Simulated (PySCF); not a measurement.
# C6H9N2 radical: open-shell or spin-flip excitations

Programs: PySCF 2.14.0, with routines of our own; each step states its level. All values are computed. Atoms count from 0.

## 1. The system as given

17 atoms, charge 0, multiplicity 2; geometry from: GFN2-xTB.

## 2. Open-shell or spin-flip excitations: unrestricted TDDFT PBE0/def2-SVPD

What the job is given:

```
{"job": {"kind": "uabs", "xc": "PBE0", "basis": "def2-SVPD", "nstates": 10, "tda": false}, "charge": 0, "multiplicity": 2}
C      3.072609    -0.447052    -0.818830
C      1.594208    -0.407468    -0.649996
C      0.963191     0.118172     0.397992
C     -0.476095     0.143148     0.527888
C     -1.172845     0.707626     1.601371
N     -2.501135     0.491694     1.389962
C     -2.628390    -0.147314     0.087573
N     -1.304921    -0.368315    -0.377103
H      3.578582     0.007622     0.030121
H      3.362385     0.082179    -1.726976
H      3.411355    -1.478217    -0.921467
H      0.999469    -0.839787    -1.441950
H      1.514996     0.563445     1.216479
H     -0.809224     1.197678     2.481869
H     -3.242316     1.007189     1.830509
H     -3.175206    -1.100373     0.178340
H     -3.193662     0.481804    -0.622412
```

Method: unrestricted TDDFT PBE0/def2-SVPD, vertical, gas phase, core orbitals frozen in the response.

Run with:

```bash
$ OMP_NUM_THREADS=1 python excited_run.py task.json out
```

This one command runs all jobs of the session in turn.

Q: Estimate the wall time and peak memory of this first job on 1 thread of Arm Neoverse V2, shared host.

About 1.7 min, with a peak of 0.85 GiB.
